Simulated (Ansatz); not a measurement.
# CoAu4 in Ansatz: the effect of starting spin order

The system is CoAu4.

```
Au Co
1.0
     1.45277    0.83876   11.66605
    -1.45277    0.83876   11.66605
     0.00000   -1.67752   11.66605
Au Co
4 1
Direct
  0.60667 0.60667 0.60667
  0.20228 0.20228 0.20228
  0.79772 0.79772 0.79772
  0.39333 0.39333 0.39333
  0.00000 0.00000 0.00000
```

The cell comes from a database or a generator and needn't be the stable form of this composition.

Alike in all runs:

| Quantity | Value |
| --- | --- |
| Program | Ansatz 0.2.0 |
| Task | single point |
| Functional | PBEsol |
| Potentials or basis | Ansatz PAW |
| Cutoff | 420 eV (not typed: the program's choice for these potentials) |
| k mesh | 11 × 11 × 11 |
| Occupations | fermi-dirac, width 0.05 eV |

Question: One run gave: energy over the lowest run 81.0 meV/atom; final net moment 0.00 μB; final largest site moment 0.00 μB. Which starting spin order did it use?
A. ferromagnetic start, larger moments
B. spin off
C. random
D. fm

Answer: B.

| starting spin order | spin | starting moments | energy over the lowest run (meV/atom) | final net moment (μB) | final largest site moment (μB) |
| --- | --- | --- | --- | --- | --- |
| spin off | no spin polarisation | - | 81.0 | 0.00 | 0.00 |
| fm | collinear spin, ferromagnetic start | [0.0, 0.0, 0.0, 0.0, 2.0] μB | 0.0 | 1.81 | 1.91 |
| random | collinear spin, random start | [0.0, 0.0, 0.0, 0.0, -1.82] μB | 0.0 | -1.81 | 1.91 |
| ferromagnetic start, larger moments | collinear spin, ferromagnetic start | [0.0, 0.0, 0.0, 0.0, 3.5] μB | 0.0 | 1.81 | 1.91 |
